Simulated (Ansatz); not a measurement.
Crystal: CsLiCr2Te2S3.

```
CELL_PARAMETERS angstrom
3.31929 1.91639 6.87982
-3.31929 1.91639 6.87982
0.00000 -3.83279 6.87982
ATOMIC_POSITIONS crystal
Cs 0.00000 0.00000 0.00000
Li 0.50000 0.50000 0.50000
Cr 0.79848 0.79848 0.79848
Cr 0.20152 0.20152 0.20152
Te 0.67990 0.67990 0.67990
Te 0.32010 0.32010 0.32010
S 0.13626 0.86374 0.50000
S 0.50000 0.13626 0.86374
S 0.86374 0.50000 0.13626
```

The cell was built by a generator and needn't be a form met in nature.

* Program: Ansatz 0.2.0
* Task: relaxation of cell and atoms
* Functional: PBEsol
* Dispersion: D3(BJ)
* Potentials or basis: Ansatz PAW
* Cutoff: 420 eV (not typed: the program's choice for these potentials)
* k mesh: 4 × 4 × 4
* Occupations: fermi-dirac, width 0.05 eV
* Spin: collinear spin, ferromagnetic start
* Starting moments: [0.0, 0.0, 3.0, 3.0, 0.0, 0.0, 0.0, 0.0, 0.0] μB

At the start: volume 29.18 Å³/atom.

**Question.** Where does the relaxation end?

**Answer.** It ends after 14 steps and the volume is 24.80 Å³/atom (-15.0 %); space group R32 (No. 155, to 0.05 Å); moment 4.00 μB per cell.

Step by step:
| step | energy change (eV) | largest force (eV/Å) | volume (Å³) |
| --- | --- | --- | --- |
| 1 | 0.0000 | 0.2313 | 262.58 |
| 2 | -0.3780 | 0.2742 | 238.09 |
| 3 | -0.5038 | 0.0903 | 221.81 |
| 4 | -0.5082 | 0.0555 | 225.59 |
| 5 | -0.5101 | 0.0436 | 225.35 |
| 6 | -0.5188 | 0.0695 | 222.96 |
| 7 | -0.5190 | 0.0452 | 224.06 |
| 8 | -0.5203 | 0.0269 | 223.59 |
| 9 | -0.5205 | 0.0276 | 222.96 |
| 10 | -0.5208 | 0.0040 | 223.29 |
| 11 | -0.5208 | 0.0023 | 223.23 |
| 12 | -0.5174 | 0.0024 | 223.23 |
| 13 | -0.5175 | 0.0058 | 223.19 |
| 14 | -0.5175 | 0.0058 | 223.19 |

Final structure:
```yaml
crystal:
  lattice:
    - [3.23711, 1.86894, 6.14840]
    - [-3.23711, 1.86894, 6.14840]
    - [0.00000, -3.73789, 6.14840]
  atoms:
    - { symbol: Cs, position: [0.00000, 0.00000, 0.00000] }
    - { symbol: Li, position: [0.50000, 0.50000, 0.50000] }
    - { symbol: Cr, position: [0.79377, 0.79377, 0.79377] }
    - { symbol: Cr, position: [0.20623, 0.20623, 0.20623] }
    - { symbol: Te, position: [0.66353, 0.66353, 0.66353] }
    - { symbol: Te, position: [0.33647, 0.33647, 0.33647] }
    - { symbol: S, position: [0.13367, 0.86633, 0.50000] }
    - { symbol: S, position: [0.50000, 0.13367, 0.86633] }
    - { symbol: S, position: [0.86633, 0.50000, 0.13367] }
```

Caveat: the volume moved by over 15 % at a fixed basis, so the end points are rough; the plane-wave basis is chosen anew once the cell has moved, so the energies of steps on either side of that aren't comparable; only a ferromagnetic start was run, and an antiferromagnetic order may lie lower in energy; pairwise dispersion overbinds metals, which lowers pressure and volume; the PAW data sets come from PBE, with cores solved anew for the run's functional, which leaves a small shift of forces and pressure.
